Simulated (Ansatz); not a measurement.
# F₂GeH₅NSi, SMILES N[Si](F)(F)[GeH3]: a single point in a Gaussian basis

Computed with the Python package of Ansatz (0.2.0).

Run as a notebook:

```python
import ansatz as az
import numpy as np
```

```python
mol = (
    az.Crystal.molecule()
    .atom("N", (-0.6702, 0.208, -1.7619))
    .atom("Si", (-0.0953, -0.8427, -0.5046))
    .atom("F", (1.2446, -1.639, -1.0903))
    .atom("F", (-1.2017, -1.9593, -0.1027))
    .atom("Ge", (0.4686, 0.3883, 1.3532))
    .atom("H", (-1.5298, 0.7793, -1.3596))
    .atom("H", (0.0517, 0.9662, -1.9494))
    .atom("H", (1.0483, -0.5354, 2.4637))
    .atom("H", (-0.7894, 1.1481, 1.9359))
    .atom("H", (1.5563, 1.4353, 1.0186))
)
```

```python
calc = (
    mol.calculation()
    .basis(gaussian="6-31G*")  # the orbital basis, by name
    .functional("LC-wPBE")
    .scf(lower_state_search="standard")
    .forces()
)
trace = []
done = calc.session().plan().execute(on_event=trace.append)
r = done.report

r["free_energy_ev"]
```

    -71382.88763984658

```python
r["converged"], r["free_energy_ev"]
```

    (True, -71382.88763984658)

```python
sorted(key for key in r if key.endswith("_ev"))
```

    ['free_energy_ev', 'reference_energy_ev']

```python
for event in trace:
    if event["event"] == "mean_field_evaluation" and event["data"]["evaluation"] <= 25:
        print("pass {evaluation:3d}  E = {energy_ev:.6f} eV  gradient {gradient_ev:.1e}".format(**event["data"]))
```

    pass   1  E = -71377.752770 eV  gradient 5.4e+01
    pass   2  E = -71378.230545 eV  gradient 5.6e+01
    pass   3  E = -71382.927855 eV  gradient 2.9e+00
    pass   4  E = -71382.944659 eV  gradient 2.0e+00
    pass   5  E = -71382.951958 eV  gradient 3.4e-01
    pass   6  E = -71382.951528 eV  gradient 3.4e-01
    pass   7  E = -71382.951568 eV  gradient 3.1e-01
    pass   8  E = -71382.951865 eV  gradient 6.2e-02
    pass   9  E = -71382.887573 eV  gradient 2.0e-01
    pass  10  E = -71382.887637 eV  gradient 4.2e-02
    pass  11  E = -71382.887639 eV  gradient 2.8e-02
    pass  12  E = -71382.887640 eV  gradient 3.0e-03
    pass  13  E = -71382.887640 eV  gradient 1.7e-03
    pass  14  E = -71382.887640 eV  gradient 2.2e-03
    pass  15  E = -71382.887640 eV  gradient 4.1e-04
    pass  16  E = -71382.887640 eV  gradient 7.1e-05
    pass  17  E = -71382.887640 eV  gradient 1.9e-05
    pass  18  E = -71382.887640 eV  gradient 1.9e-05

```python
print(f"E = {r['free_energy_ev']:.6f} eV = {r['free_energy_ev'] / 27.211386246:.7f} Ha")
print("converged:", r["converged"], " doubts:", r["published_state_doubts"] or "none")

state = r["mean_field"]["state"]
print(f"mean field: {state['energy']['hartree']:.7f} Ha, <S^2> = {abs(state['spin_squared']):.4f}, stability: {state.get('stability', {}).get('kind')}")
```

    E = -71382.887640 eV = -2623.2727357 Ha
    converged: True  doubts: none
    mean field: -2623.2727357 Ha, <S^2> = 0.0000, stability: minimum

```python
symbols = [site.symbol for site in mol.cartesian_sites]
forces = np.array(r["forces_ev_ang"])
print("largest force", round(float(np.linalg.norm(forces, axis=1).max()), 4), "eV/A, rms", round(float(np.sqrt((forces ** 2).mean())), 4))
```

    largest force 3.2499 eV/A, rms 1.0735

```python
charges = r["charge_distribution"]
print("dipole moment", round(4.803205 * float(np.linalg.norm(charges["dipole_moment_e_ang"])), 3), "D")
print("Mulliken:", [(s, round(q, 3)) for s, q in zip(symbols, charges["mulliken_charges_e"])])
```

    dipole moment 3.089 D
    Mulliken: [('N', -0.854), ('Si', 1.088), ('F', -0.362), ('F', -0.344), ('Ge', -0.315), ('H', 0.33), ('H', 0.344), ('H', 0.042), ('H', 0.03), ('H', 0.041)]

The settings weren't tested for convergence. The geometry is a force-field or estimated start, not a minimum of this method, and the basis set is short of its limit. Early passes use coarser integrals and grids, so their energies can't be compared with the last. Finished in 3.4 s on 1 thread of Intel(R) Xeon(R) 6975P-C (Granite Rapids), with other jobs on the host, peak memory 0.28 GiB.

(Lines on the test bed's own set-up are left out of the output.)
